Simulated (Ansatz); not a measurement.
# Sb: the cost of one run

Computed with Ansatz 0.2.0 (DFT PBEsol, scalar-relativistic, unless a step's input says otherwise).

### Step 1. The starting structure

The structure is cubic, space group Fm-3m (No. 225). Conventional cell: a = 4.610 Å, b = 4.610 Å, c = 4.610 Å, α = 90.00°, β = 90.00°, γ = 90.00°. Sb (site symmetry m-3m) has 12 Sb at 3.26 Å as nearest neighbours.

Coordinates:

```
CELL_PARAMETERS angstrom
0.00000 2.30500 2.30500
2.30500 0.00000 2.30500
2.30500 2.30500 0.00000
ATOMIC_POSITIONS crystal
Sb 0.00000 0.00000 0.00000
```

### Step 2. The deformed structure

Space group Fm-3m before, I4/mmm after.

### Step 3. All-electron LAPW

File input.yaml:

```yaml
crystal:
  lattice:
    - [0.0, 2.28195, 2.305]
    - [2.28195, 0.0, 2.305]
    - [2.28195, 2.28195, 0.0]
  atoms:
    - { symbol: Sb, position: [0.0, 0.0, 0.0] }
kpoints:
  mp_grid: { grid: [14, 14, 14] }
  band_path:
    path:
      - [0.0, 0.0, 0.0]
      - [0.0, 0.5, 0.5]
      - [0.25, 0.75, 0.5]
      - [0.0, 0.5, 0.0]
      - [0.0, 0.0, 0.0]
      - [0.5, 0.5, 0.0]
      - [0.3725125, 0.6274875, 0.0]
      - [-0.3725125, 0.3725125, 0.0]
      - [0.0, 0.0, 0.0]
    npoints: 5
scf:
  occupations: { method: fermi_dirac, width: 0.03 }
hamiltonian:
  xc: pbesol
  pseudopotentials: { kind: all_electron, lapw: { basis_error: 0.00025 } }
output:
  forces: true
  stress: true
  eigenvalues: true
```

Launch:

```console
$ ansatz run input.yaml --threads 1 --pin off --max-ram 3072MiB --backend cpu --events-out ev --progress --plain --runs-dir out
```

Q: Estimate wall time and peak memory on 1 thread of Intel Xeon 6975P-C (Granite Rapids), shared host.

About 10 s, with a peak of 0.45 GiB.
